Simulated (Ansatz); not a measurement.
Relaxation of a periodic cell of 17 atoms, TiSi₁₆ (host Si, host structure diamond, interstitial Ti), to a largest force component of 0.03 eV/Å in at most 60 steps.

These are results of Ansatz, DFT PBE-D3(BJ), scalar-relativistic, plane waves, PAW, not measurements. Settings: PAW set soft_1, cutoff 420 eV, k mesh 2x2x2, gaussian smearing 0.02 eV, no spin polarisation.

```xyz
17
Lattice="0.0000 5.4300 5.4300 5.4300 0.0000 5.4300 5.4300 5.4300 0.0000" Properties=species:S:1:pos:R:3
Si 0.000 0.000 0.000
Si 1.357 1.357 1.357
Si 2.715 2.715 0.000
Si 4.072 4.072 1.357
Si 2.715 0.000 2.715
Si 4.072 1.357 4.072
Si 5.430 2.715 2.715
Si 6.787 4.072 4.072
Si 0.000 2.715 2.715
Si 1.357 4.072 4.072
Si 2.715 5.430 2.715
Si 4.072 6.787 4.072
Si 2.715 2.715 5.430
Si 4.072 4.072 6.787
Si 5.430 5.430 5.430
Si 6.787 6.787 6.787
Ti 6.724 4.032 6.842
```

Where does it end, and by what steps?

The forces met the threshold. The force dipped under the threshold on the way, but the program's further checks kept it going. Limits of this set-up: coarse k mesh, a small cell, in which the defect meets its images. After 10 steps the energy has fallen by 0.464 eV; Si15 moved furthest, 0.10 Å.

```
step  energy less start (eV)  largest force component (eV/Å)  accepted
   0                  0.0000                           1.593       yes
   1                 -0.4264                           0.485       yes
   2                 -0.4616                           0.053       yes
   3                 -0.4617                           0.050       yes
   4                 -0.4631                           0.014       yes
   5                 -0.4635                           0.020       yes
   6                 -0.4307                           0.269        no
   7                 -0.4641                           0.031       yes
   8                 -0.4643                           0.021       yes
   9                 -0.4643                           0.021       yes
  10                 -0.4644                           0.011       yes
```

```xyz
17
Lattice="0.0000 5.4300 5.4300 5.4300 0.0000 5.4300 5.4300 5.4300 0.0000" Properties=species:S:1:pos:R:3
Si -0.008 0.003 -0.003
Si 1.354 1.332 1.361
Si 2.752 2.689 -0.035
Si 4.110 4.071 1.381
Si 2.719 0.004 2.724
Si 4.073 1.326 4.074
Si 5.409 2.680 2.737
Si 6.764 4.074 4.037
Si -0.043 2.693 2.759
Si 1.379 4.066 4.123
Si 2.772 5.466 2.785
Si 4.067 6.827 4.071
Si 2.733 2.670 5.413
Si 4.023 4.069 6.765
Si 5.356 5.471 5.370
Si 6.783 6.801 6.788
Ti 6.781 4.091 6.791
```

Whether the end is a true minimum wasn't checked by a vibrational analysis.

Time of the run: 80 s on 1 thread of Arm Neoverse V1, on a shared host, peak memory 0.55 GiB.
